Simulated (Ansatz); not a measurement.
## C₃H₅BO, SMILES CC#CBO: energies of removing a hydrogen, step by step

With Ansatz's Python interface.

`c3h5bo.xyz`
```text
10

C    -1.03170   -1.97550   -0.17760
C    -0.42900   -0.64740    0.04940
C     0.08160    0.41660    0.23370
B     0.87550    1.77420    0.49470
O     1.15300    2.61930   -0.64410
H    -1.99280   -1.98770    0.43610
H    -0.35800   -2.75220    0.07650
H    -1.32140   -1.99230   -1.26680
H     1.02960    2.13080    1.64600
H     2.07650    2.36300   -0.84510
```

Notebook, run cell by cell (the value of a cell's last expression is shown):

```python
import ansatz as az
```

```python
def energy_of(molecule, charge=0, unpaired=0):
    calc = (
        molecule.calculation()
        .basis(gaussian="def2-SVPD")
        .functional("r2scan0")
    )
    if charge:
        calc = calc.charge(charge)
    if unpaired:
        calc = calc.spin("collinear", total=unpaired)
    return calc.run().report["free_energy_ev"]
```

```python
def without(molecule, index):
    rest = az.Crystal.molecule()
    for i, site in enumerate(molecule.cartesian_sites):
        if i != index:
            rest = rest.atom(site.symbol, site.position_ang)
    return rest
```

```python
c3h5bo = az.Crystal.molecule_from_extxyz("c3h5bo.xyz")
```

```python
whole = energy_of(c3h5bo, 0)
hydrogen = energy_of(az.Crystal.molecule().atom("H", (0, 0, 0)), 0, 1)
print(f"E(molecule) = {whole:.5f} eV, E(H) = {hydrogen:.5f} eV")
for index in [7, 8, 9]:
    radical = energy_of(without(c3h5bo, index), 0, 1)
    print(f"H{index}: homolysis {(radical + hydrogen - whole):.3f} eV")
```

    E(molecule) = -5906.29384 eV, E(H) = -13.58464 eV
    H7: homolysis 4.504 eV
    H8: homolysis 4.443 eV
    H9: homolysis 4.282 eV

Reading the output:
- Total energies depend on the basis set; only differences at equal settings carry meaning.
- The geometry is a force-field or estimated start, not a minimum of this method, and the basis set is short of its limit. All parts are taken at fixed geometry, without zero-point energy.
- Hardware and time: 47 s on 1 thread of Arm Neoverse V2, with other jobs on the host, peak memory 0.41 GiB.

(Lines on the test bed's own set-up are left out of the output.)
